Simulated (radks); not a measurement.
**Taking charge from the 6s level of Gd in fractions**

An exercise on one series of results from a longer session: the logs are not shown, and one member is left open.

Method: scalar-relativistic Kohn-Sham, PBE, spin-polarised, spherical densities, point nucleus; open shells are filled with parallel spins first. Code: radks (a radial shooting solver on a logarithmic mesh, Libxc functionals) version 1.

## The system

```
element       : gadolinium (Z = 64)
charge        : 0
electrons     : 64
configuration : [Xe] 4f7 5d1 6s(up 1, down 1)
```

A shell typed twice in an input gives spin up, then spin down.

Set-up of the first run:

Settings of this run:

```text
Z 64
configuration [Xe] 4f7 5d1 6s1 6s1
relativity scalar-relativistic
functional pbe,pbe
spin polarised
nucleus point
c 137.035999084
```

Among the steps run: Start: [Xe] 4f7 5d1 6s(up 1, down 1).

One table of the session follows, with a row left open; its other results are not shown here.

It belongs to the step «Start: [Xe] 4f7 5d1 6s(up 1, down 1)». From the orbitals of this run (lengths in bohr):

```
  level     <r>  outermost maximum (interpolated)  90 % within  nodes
  5p up   1.550                              1.35         2.27      3
5p down   1.585                              1.37         2.33      3
  4f up  0.8537                             0.567         1.46      0
4f down  0.9062                             0.569         1.58      0
  6s up   3.923                              3.34         5.79      5
6s down       ?                                 ?            ?      ?
  5d up   2.741                              1.93         4.48      2
5d down   3.109                              2.04         5.22      2
```

**Question.** Estimate the row for 6s down.

**Answer.** <r>: 4.123; outermost maximum (interpolated): 3.49; 90 % within: 6.11; nodes: 5. In the column «<r>» it is the highest.
